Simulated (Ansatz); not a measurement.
**C₃H₄F₄: a ladder of functionals and wavefunction methods**

An exercise on one series of results from a longer session: the logs are not shown, and one member is left open.

Method: functionals in def2-TZVPP, the program's frozen cores in correlated methods; program: Ansatz 0.2.0, Gaussian basis.

The runs, in order: LDA (SPW92), PBE-D4, revPBE-D4, BLYP-D4, r2SCAN-D4, B97M-V, PBE0-D4, B3LYP-D4, r2SCANh-D4, r2SCAN0-D4, HSE06-D4, BHLYP-D4, CAM-B3LYP-D4, LC-ωPBE, ωB97X-V, ωB97M-V, B2PLYP, PBE-QIDH; CCSD(T)/def2-SVP; CCSD(T)/def2-TZVPP; MP2/def2-QZVPP; extrapolation to the limit; RPA on PBE.

### The relaxed structure

An earlier PBE0-D4 in a triple-zeta def2 set relaxation fixed the geometry.

SMILES `FCCC(F)(F)F`, 11 atoms, charge 0, spin multiplicity 1.

Atoms are counted from 1 here; the program's logs count them from 0.

Bond lengths: F1–C2 1.380 Å, C2–C3 1.513 Å, C2–H8 1.093 Å, C2–H9 1.093 Å, C3–C4 1.504 Å, C3–H10 1.092 Å, C3–H11 1.092 Å, C4–F5 1.337 Å, C4–F6 1.342 Å, C4–F7 1.342 Å. Angles: F1–C2–C3 108.5°, F1–C2–H8 108.1°, F1–C2–H9 108.1°, C3–C2–H8 111.4°, C3–C2–H9 111.4°, H8–C2–H9 109.2°, C2–C3–C4 112.6°, C2–C3–H10 110.2°, C2–C3–H11 110.1°, C4–C3–H10 107.8°, C4–C3–H11 107.8°, H10–C3–H11 108.3°, C3–C4–F5 111.3°, C3–C4–F6 111.9°, C3–C4–F7 111.9°, F5–C4–F6 107.3°, F5–C4–F7 107.3°, F6–C4–F7 107.0°.

Set-up of the first run:

Input file in.yaml:

```yaml
crystal:
  periodic: [false, false, false]
  atoms:
    - {symbol: F, position_ang: [0.627336, -2.145040, 0.975437]}
    - {symbol: C, position_ang: [0.318281, -0.800607, 0.961388]}
    - {symbol: C, position_ang: [0.027221, -0.389206, -0.465339]}
    - {symbol: C, position_ang: [-0.317994, 1.069277, -0.587289]}
    - {symbol: F, position_ang: [-0.572579, 1.404064, -1.856452]}
    - {symbol: F, position_ang: [-1.403415, 1.387886, 0.134137]}
    - {symbol: F, position_ang: [0.681028, 1.856519, -0.160383]}
    - {symbol: H, position_ang: [-0.550069, -0.644823, 1.606172]}
    - {symbol: H, position_ang: [1.170944, -0.251613, 1.368404]}
    - {symbol: H, position_ang: [-0.813004, -0.964411, -0.858904]}
    - {symbol: H, position_ang: [0.897553, -0.579146, -1.096371]}
basis:
  gaussian: {orbitals: def2-TZVPP}
hamiltonian: {xc: lda}
output: {orbitals: {seedname: orbitals}}
```

Command:

```bash
$ ansatz run in.yaml --threads 4 --pin off --events-out ev --progress --plain --max-ram 11315MiB
```

Steps of the session up to this table: LDA; PBE-D4 (GGA); revPBE-D4 (GGA); BLYP-D4 (GGA); r2SCAN-D4 (meta-GGA); B97M-V (meta-GGA); PBE0-D4 (hybrid); B3LYP-D4 (hybrid); r2SCANh-D4 (hybrid); r2SCAN0-D4 (hybrid); HSE06-D4 (hybrid); BHLYP-D4 (hybrid); CAM-B3LYP-D4 (range-separated); LC-ωPBE (range-separated); ωB97X-V (range-separated); ωB97M-V (range-separated); B2PLYP (double hybrid); PBE-QIDH (double hybrid).

One of the session's tables, all rows but one given; the rest of the session is left out.

It belongs to the step «Frontier levels by functional». 

```
  functional  HOMO (eV)  LUMO (eV)  gap (eV)
 LDA (SPW92)          ?          ?         ?
      PBE-D4      -8.22       0.52      8.73
   revPBE-D4      -8.16       0.60      8.76
     BLYP-D4      -8.19       0.47      8.66
   r2SCAN-D4      -8.64       1.15      9.79
      B97M-V      -8.80       0.70      9.49
     PBE0-D4     -10.01       1.34     11.35
    B3LYP-D4      -9.80       0.96     10.75
  r2SCANh-D4      -9.31       1.49     10.80
  r2SCAN0-D4     -10.29       1.88     12.17
    HSE06-D4      -9.60       0.97     10.57
    BHLYP-D4     -11.75       1.89     13.64
CAM-B3LYP-D4     -11.55       2.06     13.61
     LC-ωPBE     -12.85       3.43     16.28
     ωB97X-V     -12.55       3.22     15.76
     ωB97M-V     -12.44       2.75     15.19
```

**Question.** Estimate the row for LDA (SPW92).

**Answer.** HOMO (eV): -8.33; LUMO (eV): 0.31; gap (eV): 8.64. In the column «HOMO (eV)» it lies between r2SCAN-D4 (-8.64) and PBE-D4 (-8.22).
